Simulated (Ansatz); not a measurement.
# KAs4ClO6: the cost of one run

Computed with Ansatz 0.2.0 (DFT, PBE, plane-wave PAW, default files, scalar-relativistic, as far as a step names no other, unless a step's input says otherwise).

## (1) The starting structure

Symmetry: P6/mmm, No. 191, hexagonal system. Conventional cell: a = 5.252 Å, b = 5.252 Å, c = 8.880 Å, α = 90.00°, β = 90.00°, γ = 120.00°. K (site symmetry 6/mmm) has 12 O at 3.10 Å as nearest neighbours. As (site symmetry 3m) is surrounded by 3 O at 1.80 Å. Cl (site symmetry 6/mmm) is surrounded by 12 As at 3.54 Å and 12 O at 3.83 Å. O (site symmetry 2mm) is surrounded by 2 As at 1.80 Å.

Structure file:

```xyz
12
Lattice="5.2520 0.0000 0.0000 -2.6260 4.5484 0.0000 0.0000 0.0000 8.8800" Properties=species:S:1:pos:R:3 pbc="T T T"
K     0.0000    0.0000    4.4400
As    0.0000    3.0322    1.8233
As    2.6260    1.5161    1.8233
As    0.0000    3.0322    7.0567
As    2.6260    1.5161    7.0567
Cl    0.0000    0.0000    0.0000
O     2.6260    0.0000    2.7848
O     1.3130    2.2742    2.7848
O    -1.3130    2.2742    2.7848
O    -1.3130    2.2742    6.0952
O     1.3130    2.2742    6.0952
O     2.6260    0.0000    6.0952
```

## (2) First run, atoms as given

Input file input.yaml:

```yaml
crystal:
  lattice:
    - [5.2520019829, 0.0, 0.0]
    - [-2.6260009915, 4.5483671379, 0.0]
    - [0.0, 0.0, 8.88]
  atoms:
    - { symbol: K, position: [0.0, 0.0, 0.5] }
    - { symbol: As, position: [0.3333333333, 0.6666666667, 0.20533] }
    - { symbol: As, position: [0.6666666667, 0.3333333333, 0.20533] }
    - { symbol: As, position: [0.3333333333, 0.6666666667, 0.79467] }
    - { symbol: As, position: [0.6666666667, 0.3333333333, 0.79467] }
    - { symbol: Cl, position: [0.0, 0.0, 0.0] }
    - { symbol: O, position: [0.5, 0.0, 0.3136] }
    - { symbol: O, position: [0.5, 0.5, 0.3136] }
    - { symbol: O, position: [0.0, 0.5, 0.3136] }
    - { symbol: O, position: [0.0, 0.5, 0.6864] }
    - { symbol: O, position: [0.5, 0.5, 0.6864] }
    - { symbol: O, position: [0.5, 0.0, 0.6864] }
kpoints:
  mp_grid: { grid: [5, 5, 3] }
scf:
  occupations: { method: fermi_dirac, width: 0.02 }
hamiltonian:
  xc: pbe
  pseudopotentials: { kind: paw }
output:
  forces: true
  stress: true
  populations: true
  efg:
    quadrupole_moments_barn: { K: 0.0603, As: 0.311, Cl: -0.08112, O: -0.02558 }
    contact_densities: true
  write_density: true
  write_potential: true
  elf: true
  volumetric_format: npy
```

Started as:

```console
> ansatz run input.yaml --threads 1 --pin off --max-ram 2560MiB --backend cpu --events-out ev --progress --plain --runs-dir out
```

What time and memory should one allow on 1 thread of Arm Neoverse V1, shared host?

About 15 s, with a peak of 0.55 GiB.
